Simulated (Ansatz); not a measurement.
# CH₈N₂SSi: how energies converge with the basis set

Aim: see how fast density functionals converge with the basis set for CH₈N₂SSi.

Program: Ansatz 0.2.0, Gaussian basis. Level of theory: one geometry, several basis sets. These are calculated values, not measurements.

Levels to be run: PBE0-D4/def2-SVP; ωB97M-V/def2-SVP; PBE0-D4/def2-QZVPP; ωB97M-V/def2-QZVPP; the functionals' def2-TZVPP values are taken from earlier runs.

## (1) The relaxed structure

An earlier PBE0-D4 in a triple-zeta def2 set relaxation fixed the geometry.

13 atoms, charge 0, spin multiplicity 1.

Atoms are counted from 1 here; the program's logs count them from 0.

Bond lengths: C1–Si2 1.865 Å, C1–H6 1.094 Å, C1–H7 1.093 Å, C1–H8 1.092 Å, Si2–N3 1.713 Å, Si2–N4 1.707 Å, Si2–S5 2.160 Å, N3–H9 1.008 Å, N3–H10 1.007 Å, N4–H11 1.005 Å, N4–H12 1.006 Å, S5–H13 1.342 Å. Angles: Si2–C1–H6 111.7°, Si2–C1–H7 110.2°, Si2–C1–H8 110.6°, H6–C1–H7 108.0°, H6–C1–H8 107.9°, H7–C1–H8 108.4°, C1–Si2–N3 106.2°, C1–Si2–N4 119.0°, C1–Si2–S5 107.8°, N3–Si2–N4 105.2°, N3–Si2–S5 118.2°, N4–Si2–S5 101.2°, Si2–N3–H9 119.3°, Si2–N3–H10 119.5°, H9–N3–H10 110.8°, Si2–N4–H11 121.9°, Si2–N4–H12 120.8°, H11–N4–H12 112.9° and more.

## (2) PBE0-D4 in def2-SVP

Contents of in.yaml:

```yaml
crystal:
  periodic: [false, false, false]
  atoms:
    - {symbol: C, position_ang: [-1.414807, 0.276653, 0.614474]}
    - {symbol: Si, position_ang: [0.243586, -0.012008, -0.189308]}
    - {symbol: N, position_ang: [1.342252, -0.329802, 1.085640]}
    - {symbol: N, position_ang: [0.423182, -1.318793, -1.272092]}
    - {symbol: S, position_ang: [0.647656, 1.665496, -1.488511]}
    - {symbol: H, position_ang: [-1.399098, 1.151907, 1.270269]}
    - {symbol: H, position_ang: [-1.699032, -0.591230, 1.215483]}
    - {symbol: H, position_ang: [-2.185307, 0.438499, -0.141933]}
    - {symbol: H, position_ang: [2.320389, -0.451974, 0.874571]}
    - {symbol: H, position_ang: [1.222561, 0.136013, 1.970667]}
    - {symbol: H, position_ang: [0.085110, -1.276138, -2.217799]}
    - {symbol: H, position_ang: [0.516141, -2.260835, -0.931292]}
    - {symbol: H, position_ang: [-0.082333, 2.537611, -0.775367]}
basis:
  gaussian: {orbitals: def2-SVP}
hamiltonian: {xc: pbe0, dispersion: d4}
output: {orbitals: {seedname: orbitals}}
```

The runs that follow: ωB97M-V in def2-SVP; PBE0-D4 in def2-QZVPP; ωB97M-V in def2-QZVPP.

**Question.** What will the summary of the whole plan be? Wanted: PBE0-D4: double and triple zeta above quadruple; ωB97M-V: double and triple zeta above quadruple.

**Answer**, as computed:

| quantity | value |
| --- | --- |
| PBE0-D4: double and triple zeta above quadruple | 12.60, 0.87 eV |
| ωB97M-V: double and triple zeta above quadruple | 12.76, 0.83 eV |

What this shows: For PBE0-D4 the step from double to triple zeta gains 11.73 eV and the next only 0.87 eV. Total energies overstate the basis error of differences, where much of it tends to cancel. The LUMO of ωB97M-V is positive and keeps falling with the basis (2.90 to 1.39 eV): an unbound level that the basis holds in place.
